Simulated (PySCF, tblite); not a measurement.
# C3H8BrGeN: geometry, infrared bands and NMR shifts

Aim: predict the infrared bands and NMR shifts of C3H8BrGeN (`[NH2][Ge]1([Br])[CH2]C[CH2]1`).

Programs: tblite 0.8.0 and PySCF 2.14.0, with density-fitted response routines of our own. Each step states its level of theory. These are calculated values for one molecule in the gas phase, unless marked as measured. Atoms are numbered from 0 throughout.

### 1 The starting structure

14 atoms, charge 0, multiplicity 1; geometry from: force field or distance geometry start.

Bonds of the start (Å): N0–Ge1 1.85, Ge1–Br2 2.30, Ge1–C3 1.93, C3–C4 1.49, C4–C5 1.50, C5–Ge1 1.93, N0–H6 1.04, N0–H7 1.03, C3–H8 1.11, C3–H9 1.12, C4–H10 1.10, C4–H11 1.12, C5–H12 1.11, C5–H13 1.09.

### 2 Optimising the geometry with GFN2-xTB

Job settings and geometry (Å):

```
{"job": {"kind": "relax", "xc": "GFN2-xTB", "basis": "xTB"}, "charge": 0, "multiplicity": 1}
N      2.109100     0.155800    -0.469300
Ge     0.664700     0.396500     0.656400
Br     1.070300     1.268700     2.740900
C     -0.572400    -1.073800     0.533800
C     -1.197500    -0.364700    -0.623700
C     -0.847900     1.068200    -0.334800
H      2.154000    -0.779200    -0.913500
H      3.007600     0.533300    -0.128500
H     -0.100100    -2.047400     0.265600
H     -1.220200    -1.138900     1.439900
H     -2.284700    -0.517300    -0.673000
H     -0.688800    -0.702700    -1.564500
H     -0.570500     1.582900    -1.273500
H     -1.524200     1.618200     0.322100
```

On the command line:

```console
$ OMP_NUM_THREADS=1 python probes_run.py task.json out
```

This one command runs all jobs of the session in turn.

**Question.** This job is followed by: GFN2-xTB harmonic vibrations, gas phase; GIAO PBE0/pcSseg-1 NMR shielding, non-relativistic, gas phase. Predict these results of the whole session: strongest single infrared mode (GFN2-xTB); zero-point energy (GFN2-xTB); 13C shifts against TMS (PBE0/pcSseg-1, means over atoms taken as alike); 1H shifts against TMS (PBE0/pcSseg-1, means over atoms taken as alike); 15N shifts against NH3 (PBE0/pcSseg-1); 73Ge shifts against GeMe4 (PBE0/pcSseg-1); 79Br shifts against HBr (PBE0/pcSseg-1).

**Answer**, as computed:

| quantity | value |
| --- | --- |
| strongest single infrared mode (GFN2-xTB) | 461 cm⁻¹, 193 km/mol |
| zero-point energy (GFN2-xTB) | 66.2 kcal/mol |
| 13C shifts against TMS (PBE0/pcSseg-1, means over atoms taken as alike) | 50.9, 21.8 ppm |
| 1H shifts against TMS (PBE0/pcSseg-1, means over atoms taken as alike) | 3.00, 2.60, 2.08, 1.79, 1.01 ppm |
| 15N shifts against NH3 (PBE0/pcSseg-1) | 37.4 ppm |
| 73Ge shifts against GeMe4 (PBE0/pcSseg-1) | 133 ppm |
| 79Br shifts against HBr (PBE0/pcSseg-1) | 104 ppm |

In words: The optimisation took 109 steps and gained 0.569 eV; among the close pairs (by a distance rule), Ge1–C4 changed most, from 2.385 to 2.517 Å. No mode is imaginary among the 36: a minimum at this level. The strongest single mode, at 461 cm⁻¹, has its largest shares on N0, H6 and H7 (the list is cut at 3 atoms). GFN2-xTB is a fitted tight-binding method: band positions and strengths are rough. Its intensities can rank the bands wrongly. At PBE0/pcSseg-1: Shielding is most anisotropic at Br2 (span 625 ppm, paramagnetic term -606 ppm). Spin-orbit coupling is left out, which matters for shieldings and couplings at and beside the heavy atoms.
